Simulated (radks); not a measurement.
# Valence configurations of C

An exercise on one series of results from a longer session: the logs are not shown, and one member is left open.

The numbers are computed with radks (a radial shooting solver on a logarithmic mesh, Libxc functionals) version 1 (scalar-relativistic Kohn-Sham, BLYP, spin-polarised, spherical densities, finite nucleus; open shells are filled with parallel spins first), except any that are marked as measured or tabulated.

### What is computed

```
element            : carbon (Z = 6)
charge             : 0
electrons          : 6
configuration      : [He] 2s2 2p2
nuclear rms radius : 2.4702 fm
others tried       : 2p4; 2s1 2p3; 2s1.5 2p2.5; 2s0.5 2p3.5
```

The outer shells:

C
```
[He] core
2s [↑↓]
2p [↑ ][↑ ][  ]
```

Set-up of the first run:

Input:

```text
Z 6
configuration [He] 2s2 2p2
relativity scalar-relativistic
functional b88,lyp
spin polarised
nucleus finite rms 2.4702 fm
c 137.035999084
```

Launch:

```sh
python run_ks.py task.json out
```

All runs below come from this command, one after another.

Steps of the session up to this table: [He] 2s2 2p2.

One of the session's tables, all rows but one given; the rest of the session is left out.

It belongs to the step «[He] 2s2 2p2». Radial moments (bohr):

| level | <r> | outermost maximum (interpolated) | 90 % within |
| --- | --- | --- | --- |
| 1s up | 0.2710 | 0.174 | 0.487 |
| 1s down | 0.2704 | 0.174 | 0.486 |
| 2s up | 1.553 | 1.20 | 2.49 |
| 2s down | 1.617 | 1.22 | 2.62 |
| 2p up | ? | ? | ? |
| 2p down | 1.971 | 1.23 | 3.52 |

**Question.** Estimate the row for 2p up.

**Answer.** <r>: 1.741; outermost maximum (interpolated): 1.17; 90 % within: 3.02. In the column «<r>» it lies between 2s down (1.617) and 2p down (1.971).
